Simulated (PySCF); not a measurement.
**GePH4Cl (SMILES [PH2][GeH2][Cl]): BLYP/aug-cc-pVDZ**

What is the vertical singlet–triplet gap of GePH4Cl at BLYP/aug-cc-pVDZ? Input form: a Python script.

The calculation is run with PySCF 2.14.0.

### 1 The structure to begin with

GePH4Cl has 7 atoms, charge 0, and is taken as a singlet. SMILES: `[PH2][GeH2][Cl]`. The shape comes from GFN2-xTB, which is rough for such elements, and wasn't checked as a minimum. This is one conformer, not always the lowest.

Bond lengths: P1–Ge2 2.310 Å, Ge2–Cl3 2.108 Å, P1–H4 1.390 Å, P1–H5 1.391 Å, Ge2–H6 1.526 Å, Ge2–H7 1.522 Å. Angles: P1–Ge2–Cl3 109.3°, P1–Ge2–H6 117.5°, P1–Ge2–H7 112.5°, Cl3–Ge2–H6 105.7°, Cl3–Ge2–H7 106.2°, Ge2–P1–H4 92.6°, Ge2–P1–H5 92.2°, H6–Ge2–H7 105.0°, H4–P1–H5 92.5°.

### 2 A single-point energy at BLYP/aug-cc-pVDZ

Input file input.xyz:

```xyz
7

P     -0.848280     0.159240    -1.350800
Ge     0.627510    -0.161770     0.396700
Cl     1.884440     1.522000     0.563350
H     -1.663390    -0.887510    -0.937300
H     -1.581720     1.096660    -0.630550
H      0.036210    -0.374130     1.787390
H      1.545220    -1.354480     0.171220
```

Input file input.py:

```python
from pyscf import gto, dft

mol = gto.M(
    atom='input.xyz',
    spin=0,
    max_memory=1860,
    charge=0,
    verbose=4,
    basis='aug-cc-pvdz',
)

mf = dft.RKS(mol, xc='blyp')
mf.conv_tol = 1e-10
mf.grids.level = 4
mf.kernel()
if not mf.converged:
    mf = mf.newton().run(mf.mo_coeff, mf.mo_occ)

e_final = mf.e_tot
print('Final energy', e_final)
```

Launch:

```bash
$ OMP_NUM_THREADS=1 python input.py
```

The program printed:

```text
PySCF version 2.14.0

[INPUT] num. atoms = 7
[INPUT] num. electrons = 68
[INPUT] charge = 0
[INPUT] spin (= nelec alpha-beta = 2S) = 0
[INPUT] symmetry False subgroup None
[INPUT] Mole.unit = angstrom
[INPUT] Symbol           X                Y                Z      unit          X                Y                Z       unit  Magmom
[INPUT]  1 P     -0.848280000000   0.159240000000  -1.350800000000 AA   -1.603016876946   0.300919988076  -2.552642049062 Bohr   0.0
[INPUT]  2 Ge     0.627510000000  -0.161770000000   0.396700000000 AA    1.185822040426  -0.305700995171   0.749654353615 Bohr   0.0
[INPUT]  3 Cl     1.884440000000   1.522000000000   0.563350000000 AA    3.561075498175   2.876163161588   1.064577212274 Bohr   0.0
[INPUT]  4 H     -1.663390000000  -0.887510000000  -0.937300000000 AA   -3.143351538340  -1.677150832813  -1.771240296555 Bohr   0.0
[INPUT]  5 H     -1.581720000000   1.096660000000  -0.630550000000 AA   -2.989017605747   2.072387051766  -1.191566807844 Bohr   0.0
[INPUT]  6 H      0.036210000000  -0.374130000000   1.787390000000 AA    0.068426982971  -0.707003234984   3.377677577786 Bohr   0.0
[INPUT]  7 H      1.545220000000  -1.354480000000   0.171220000000 AA    2.920042602200  -2.559596241201   0.323558907048 Bohr   0.0

nuclear repulsion = 346.51207495192
number of shells = 45
number of NR pGTOs = 230
number of NR cGTOs = 126
basis = aug-cc-pvdz
ecp = {}

******** <class 'pyscf.dft.rks.RKS'> ********
method = RKS
initial guess = minao
damping factor = 0
level_shift factor = 0
DIIS = <class 'pyscf.scf.diis.CDIIS'>
diis_start_cycle = 1
diis_space = 8
diis_damp = 0
SCF conv_tol = 1e-10
SCF conv_tol_grad = None
SCF max_cycles = 50
direct_scf = True
direct_scf_tol = 1e-13
XC library pyscf.dft.libxc version 7.0.0
    S. Lehtola, C. Steigemann, M. J.T. Oliveira, and M. A.L. Marques.,  SoftwareX 7, 1–5 (2018)
XC functionals = blyp
    A. D. Becke.,  Phys. Rev. A 38, 3098 (1988)
    C. Lee, W. Yang, and R. G. Parr.,  Phys. Rev. B 37, 785 (1988)
    B. Miehlich, A. Savin, H. Stoll, and H. Preuss.,  Chem. Phys. Lett. 157, 200 (1989)
radial grids:
    Treutler-Ahlrichs [JCP 102, 346 (1995); DOI:10.1063/1.469408] (M4) radial grids

becke partition: Becke, JCP 88, 2547 (1988); DOI:10.1063/1.454033
pruning grids: <function nwchem_prune>
grids dens level: 4
symmetrized grids: False
atomic radii adjust function: <function treutler_atomic_radii_adjust>
small_rho_cutoff = 0
Set gradient conv threshold to 1e-05
Initial guess from minao.
tot grids = 150784
init E= -2880.54363611895
  HOMO = -0.272331998090898  LUMO = -0.0646804855603835  gap/eV = 5.65049
cycle= 1 E= -2880.96887063857  delta_E= -0.425  |g|= 0.367  |ddm|= 2.71
  HOMO = -0.219178256112961  LUMO = -0.0526955904199715  gap/eV = 4.53022
cycle= 2 E= -2880.91719830654  delta_E= 0.0517  |g|= 0.544  |ddm|= 1.13
  HOMO = -0.240873383974063  LUMO = -0.0477922216312616  gap/eV = 5.25401
cycle= 3 E= -2881.00124353312  delta_E= -0.084  |g|= 0.0777  |ddm|= 0.667
  HOMO = -0.245616594104406  LUMO = -0.0526054604036479  gap/eV = 5.25210
cycle= 4 E= -2881.0035295677  delta_E= -0.00229  |g|= 0.0138  |ddm|= 0.145
  HOMO = -0.24539205868952  LUMO = -0.0522379042151773  gap/eV = 5.25599
cycle= 5 E= -2881.00359665597  delta_E= -6.71e-05  |g|= 0.00336  |ddm|= 0.0187
  HOMO = -0.245621068456364  LUMO = -0.0523370642281455  gap/eV = 5.25953
cycle= 6 E= -2881.00360076809  delta_E= -4.11e-06  |g|= 0.000934  |ddm|= 0.00604
  HOMO = -0.245508125589664  LUMO = -0.0522702657654537  gap/eV = 5.25827
cycle= 7 E= -2881.00360113402  delta_E= -3.66e-07  |g|= 0.000216  |ddm|= 0.00176
  HOMO = -0.245511618092598  LUMO = -0.0522652556267174  gap/eV = 5.25850
cycle= 8 E= -2881.00360114986  delta_E= -1.58e-08  |g|= 5.38e-05  |ddm|= 0.000359
  HOMO = -0.245510452550072  LUMO = -0.0522683619172706  gap/eV = 5.25839
cycle= 9 E= -2881.0036011509  delta_E= -1.04e-09  |g|= 1.4e-05  |ddm|= 8.88e-05
  HOMO = -0.245511749033502  LUMO = -0.0522685909208156  gap/eV = 5.25841
cycle= 10 E= -2881.00360115098  delta_E= -8.19e-11  |g|= 2.85e-06  |ddm|= 2.48e-05
  HOMO = -0.24551134174515  LUMO = -0.0522684107661902  gap/eV = 5.25841
Extra cycle  E= -2881.00360115097  delta_E= 1e-11  |g|= 3.25e-06  |ddm|= 8.05e-06
converged SCF energy = -2881.00360115097
Final energy -2881.003601150973
```

It took 31 s on 1 thread of Arm Neoverse N1, shared host; peak memory 0.73 GiB.

### 3 The triplet

Input file calc.py:

```python
from pyscf import gto, dft

molecule = gto.M(
    atom='''
P       -0.848280       0.159240      -1.350800
Ge       0.627510      -0.161770       0.396700
Cl       1.884440       1.522000       0.563350
H       -1.663390      -0.887510      -0.937300
H       -1.581720       1.096660      -0.630550
H        0.036210      -0.374130       1.787390
H        1.545220      -1.354480       0.171220
''',
    max_memory=1860,
    spin=2,
    charge=0,
    basis='aug-cc-pvdz',
    verbose=3,
)

mf = dft.UKS(molecule)
mf.xc = 'blyp'
mf.conv_tol = 1e-10
mf.grids.level = 4
mf.kernel()
if not mf.converged:
    mf = mf.newton().run(mf.mo_coeff, mf.mo_occ)

e_tot = mf.e_tot
print('E = %.10f Eh' % e_tot)
```

Launch:

```bash
$ OMP_NUM_THREADS=1 python calc.py
```

The program printed:

```text
WARN: HOMO -0.0646804855603835 >= LUMO -0.272331998090898

WARN: HOMO -0.104508039836532 >= LUMO -0.176468719723621

WARN: HOMO -0.0693201802275385 >= LUMO -0.243733337079049

WARN: HOMO -0.076429758391215 >= LUMO -0.253678900817611

WARN: HOMO -0.0768501665085588 >= LUMO -0.251721324407716

WARN: HOMO -0.0762061344655658 >= LUMO -0.250935987660689

WARN: HOMO -0.0761642580886885 >= LUMO -0.249690720550707

WARN: HOMO -0.0766374963230958 >= LUMO -0.25005360763535

WARN: HOMO -0.0764841247902446 >= LUMO -0.249775123966676

WARN: HOMO -0.076524254421126 >= LUMO -0.249787653620037

WARN: HOMO -0.0765336279525388 >= LUMO -0.249797898123505

WARN: HOMO -0.0765279850646103 >= LUMO -0.249790278334512

WARN: HOMO -0.0765283909957692 >= LUMO -0.249791622722474

WARN: HOMO -0.076528896301471 >= LUMO -0.249791896627433

WARN: HOMO -0.0765288657485859 >= LUMO -0.249792057365985

converged SCF energy = -2880.81878872952  <S^2> = 2.0033801  2S+1 = 3.0022525
E = -2880.8187887295 Eh
```

It took 68 s on 1 thread of Arm Neoverse N1, shared host; peak memory 0.74 GiB.

### 4 Results

At BLYP/aug-cc-pVDZ:

```
                                        quantity           value
                           singlet: total energy  -2881.00360 Eh
                          singlet: dipole moment          2.00 D
                            singlet: HOMO energy        -6.68 eV
                            singlet: LUMO energy        -1.42 eV
                          singlet: HOMO–LUMO gap         5.26 eV
                           triplet: total energy  -2880.81879 Eh
                          triplet: dipole moment          1.84 D
     triplet: HOMO energy (highest over α and β)        -2.08 eV
                                   triplet: ⟨S²⟩           2.003
vertical energy of the triplet above the singlet        5.029 eV
```

**Reading.** At this shape the triplet lies 5.03 eV (485 kJ/mol) above the singlet. Mulliken charges (singlet) run from -0.70 on P1 to +0.41 on H7; in a basis this large or diffuse they mean little.
